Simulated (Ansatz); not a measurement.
# Ga3Se in Ansatz: the effect of functional

Ga3Se:

```
CELL_PARAMETERS angstrom
4.37256 0.00000 0.00000
0.00000 4.37256 0.00000
0.00000 0.00000 4.37256
ATOMIC_POSITIONS crystal
Se 0.00000 0.00000 0.00000
Ga 0.50000 0.50000 0.00000
Ga 0.50000 0.00000 0.50000
Ga 0.00000 0.50000 0.50000
```

The cell comes from a database or a generator and needn't be the stable form of this composition.

The cell isn't the ideal one: volume scaled by 0.96.

Alike in all runs:

* Program: Ansatz 0.2.0
* Task: single point
* Potentials or basis: Ansatz PAW
* k mesh: 6 × 6 × 6
* Occupations: fermi-dirac, width 0.05 eV
* Spin: no spin polarisation

```tsv
functional	cutoff	pressure (GPa)
LDA	420 eV (not typed: the program's choice for these potentials)	?
r2SCAN	500 eV (not typed: the program's choice for these potentials)	-0.1
PBE	420 eV (not typed: the program's choice for these potentials)	1.1
```

Task: What does the run with functional LDA give?

Result: Pressure -3.6 GPa.

Caveats: the PAW data sets come from PBE, with cores solved anew for the run's functional, which leaves a small shift of forces and pressure (some runs).
